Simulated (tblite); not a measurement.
# C7H8BBrO: the cost of one run

Programs: tblite 0.8.0 and PySCF 2.14.0, with density-fitted response routines of our own. Each step states its level of theory. These are calculated values for one molecule in the gas phase, unless marked as measured. Atoms count from 0, in the outputs and in this text.

## Step 1: The starting structure

18 atoms, charge 0, multiplicity 1; geometry from: force field or distance geometry start.

Bonds of the start (Å): C0–C1 1.21, C1–C2 1.46, C2–C3 1.52, C3–O4 1.39, O4–B5 1.47, B5–C6 1.55, C6–C7 1.20, C7–C8 1.47, C8–Br9 1.92, C0–H10 1.06, C2–H11 1.12, C2–H12 1.12, C3–H13 1.10, C3–H14 1.13, B5–H15 1.21, C8–H16 1.12, C8–H17 1.11.

## Step 2: Optimising the geometry with GFN2-xTB

What the job is given:

```
{"job": {"kind": "relax", "xc": "GFN2-xTB", "basis": "xTB"}, "charge": 0, "multiplicity": 1}
C      2.896800     2.709700    -0.751400
C      2.535400     1.761300    -0.088000
C      2.112500     0.620200     0.715500
C      0.693000     0.244300     0.307200
O     -0.118200     1.341800     0.565100
B     -1.518300     1.093800     0.209700
C     -1.788700    -0.205500    -0.591900
C     -2.011600    -1.209600    -1.211400
C     -2.292100    -2.438800    -1.973100
Br    -2.398200    -3.886000    -0.716800
H      3.207100     3.543200    -1.336100
H      2.798100    -0.252400     0.564700
H      2.064400     0.847500     1.815600
H      0.646100    -0.092600    -0.736400
H      0.317200    -0.592000     0.973300
H     -2.338800     1.531800     0.979800
H     -3.275300    -2.391600    -2.499000
H     -1.538300    -2.618700    -2.768000
```

Launch:

```bash
$ OMP_NUM_THREADS=1 python probes_run.py task.json out
```

This one command runs all jobs of the session in turn.

**Question.** How long does this first job take on 1 thread of Arm Neoverse V2, shared host, and how much memory does it need?

About 2 s, with a peak of 0.18 GiB.
